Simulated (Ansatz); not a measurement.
Working through a dry run that shows the plan of LaCoPO, space group P4/nmm

Program: Ansatz's Python interface.

At the Python prompt:
```pycon
>>> import warnings
>>> import ansatz as az
>>> warnings.simplefilter("ignore", az.DeckWarning)
>>> lattice = az.Lattice.of(
...     (3.991256, 0.0, 0.0),
...     (0.0, 3.991256, 0.0),
...     (0.0, 0.0, 8.264926),
... )
>>> sites = [
...     ("La", (0.0, 0.5, 0.846868)),
...     ("La", (0.5, 0.0, 0.153132)),
...     ("Co", (0.5, 0.5, 0.5)),
...     ("Co", (0.0, 0.0, 0.5)),
...     ("P", (0.5, 0.0, 0.618369)),
...     ("P", (0.0, 0.5, 0.381631)),
...     ("O", (0.0, 0.0, 0.0)),
...     ("O", (0.5, 0.5, 0.0)),
... ]
>>> xtal = az.Crystal(lattice=lattice)
>>> for symbol, position in sites:
...     xtal = xtal.atom(symbol, position)
...
>>> xtal = xtal.moments(Co=2.5)
>>> len(xtal.resolved().sites)
8
>>> calc = (
...     xtal.calculation()
...     .spin(az.SpinTreatment.COLLINEAR)
...     .basis(420)
...     .occupations("fermi_dirac")
...     .scf(tolerance=1e-08)
...     .hubbard("Co", "d", u_eff=3.5)
...     .kpoints(mesh=(5, 5, 3))
...     .functional("pbe")
... )
>>> session = calc.session()
>>> print("features:", ", ".join(session.active_features))
features: AnyPaw, Paw, PbeFamilyXc, Hubbard, HubbardAllElectronProjectors, FractionalOccupations, CollinearSpin
>>> print("SCF threshold (eV):", session.dr2_threshold)
SCF threshold (eV): 1e-08
>>> planned = session.plan(dry_run=True)
>>> told = planned.describe()
>>> for name in ("ecut_ev", "ecutrho_ev", "n_bands", "nominal_top_band", "n_pw_range", "fft_dense", "fft_smooth", "n_sym_ops", "cell_volume_ang3"):
...     print(f"{name:18s} {told[name]}")
...
ecut_ev            420.0
ecutrho_ev         1680.0
n_bands            50
nominal_top_band   39
n_pw_range         [2561, 2595]
fft_dense          [27, 27, 60]
fft_smooth         [27, 27, 60]
n_sym_ops          16
cell_volume_ang3   131.66129981232518
>>> for notice in planned.prep()["deck_notices"]:
...     print("resolved:", notice["kind"])
...
resolved: cutoff_auto_derived
resolved: projection_atom
resolved: projection_atom
resolved: projection_atom
resolved: projection_atom
resolved: n_bands_auto_derived
resolved: mixing_algorithm_auto_resolved
resolved: check_enabled
```

The structure comes from a database and needn't be a stable phase.
